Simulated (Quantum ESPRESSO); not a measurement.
Runs of Quantum ESPRESSO 7.5 on BSH3. The cell holds a molecule in a box, 5 atoms: a = 13.000 Å, b = 12.000 Å, c = 10.000 Å, α = 90.00°, β = 90.00°, γ = 90.00°. 

| task | level | potentials or basis | cell | cutoff (eV) | smearing | boundary across the vacuum | q mesh for exact exchange | cutoff for exact exchange | SCF threshold | mixing ndim | other keys | gap on the mesh (eV) | largest force (eV/Å) |
| --- | --- | --- | --- | --- | --- | --- | --- | --- | --- | --- | --- | --- | --- |
| single point | HF+D3 | SPMS 1.0 PBE | as given | 925 | cold 0.1 eV | none | 1 × 1 × 1 | 1387.78 eV | 1e-07 Ry | 12 | smearing = cold; width = 0.1; mixing_ndim = 12 | 11.10 | - |
| real-space fields | PBE | PseudoDojo 0.4.1 SR PBE standard | as given | 1034 | fermi-dirac 0.05 eV | none | - | - | 1e-09 Ry | - | - | (a) | 0.25 |
| real-space fields | BLYP+D3 | SG15 PBE 1.2 | atoms moved at random, drawn with an rms of 0.15 Å | 952 | fixed | mt | - | - | 1e-09 Ry | - | - | 5.58 | 5.21 |
| single point | PBE | PseudoDojo 0.4.1 SR PBE standard | atoms moved at random, drawn with an rms of 0.05 Å | 1034 | fermi-dirac 0.05 eV | none | - | - | 1e-09 Ry | - | - | 5.22 | 2.45 |
| single point | LDA | PseudoDojo 0.4.1 SR LDA standard | atoms moved at random, drawn with an rms of 0.02 Å | 1034 | fixed | none | - | - | 1e-09 Ry | - | - | 4.96 | 0.57 |

Alike in all rows: no spin polarisation; k mesh 1 × 1 × 1.

Problem. Fill in the values left out.

Solution. (a) 5.05.

Caveats: this is a molecule in a periodic box, so the gap is that between its Kohn-Sham HOMO and LUMO and the box isn't a crystal; the potentials were made for another functional, which shifts forces and pressure (some runs); this program's forces and stress for hybrids aren't reliable and aren't listed (some runs); this smearing can shift energies of a crystal with a gap (some runs).

A gap of «none» marks a metal or a gap under the smearing width.
